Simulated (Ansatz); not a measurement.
# WS2: the cost of one run

Computed with Ansatz 0.2.0 (DFT PBEsol, scalar-relativistic, plane waves, PAW, unless a step's input says otherwise).

## Step 1: The structure to begin with

It takes space group P-3m1 (No. 164, trigonal). Conventional cell: a = 3.146 Å, b = 3.146 Å, c = 23.567 Å, α = 90.00°, β = 90.00°, γ = 120.00°. W (site symmetry 3m) has 6 S at 2.40 Å as nearest neighbours. S (site symmetry 3m) is surrounded by 3 W at 2.40 Å.

As a file:

```xyz
6
Lattice="3.1459 0.0000 0.0000 -1.5729 2.7244 0.0000 0.0000 0.0000 23.5675" Properties=species:S:1:pos:R:3 pbc="T T T"
W     0.0000    1.8163   14.9553
W     1.5729    0.9081    8.6121
S     0.0000    1.8163    7.0454
S     1.5729    0.9081   13.3875
S     0.0000    1.8163   10.1800
S     1.5729    0.9081   16.5220
```

It goes back to an entry of the Materials Project, which need not be the stable form.

It is the result of an earlier relaxation at this level (volume 33.66 Å³/atom; gap on the mesh: 1.52 eV).

## Step 2: The undisturbed cell

File input.yaml:

```yaml
crystal:
  lattice:
    - [3.1458813836, 0.0, 0.0]
    - [-1.5729406918, 2.7244131955, 0.0]
    - [0.0, 0.0, 23.5674572586]
  atoms:
    - { symbol: W, position: [0.3333333333, 0.6666666667, 0.6345758579] }
    - { symbol: W, position: [0.6666666667, 0.3333333333, 0.3654241421] }
    - { symbol: S, position: [0.3333333333, 0.6666666667, 0.2989469828] }
    - { symbol: S, position: [0.6666666667, 0.3333333333, 0.5680493466] }
    - { symbol: S, position: [0.3333333333, 0.6666666667, 0.4319506534] }
    - { symbol: S, position: [0.6666666667, 0.3333333333, 0.7010530172] }
basis:
  ecutwfc: 420
kpoints:
  mp_grid: { grid: [12, 12, 2] }
hamiltonian:
  xc: pbesol
scf:
  occupations: { method: gaussian, width: 0.05 }
output:
  forces: true
  stress: true
  eigenvalues: true
  write_density: true
  write_potential: true
  elf: true
  volumetric_format: npy
```

On the command line:

```console
> ansatz run input.yaml --threads 1 --pin off --max-ram 2560MiB --backend cpu --events-out ev --progress --plain --runs-dir out
```

Q: Estimate wall time and peak memory on 1 thread of Intel Xeon Platinum 8488C (Sapphire Rapids), shared host.

About 12 s, with a peak of 0.57 GiB.
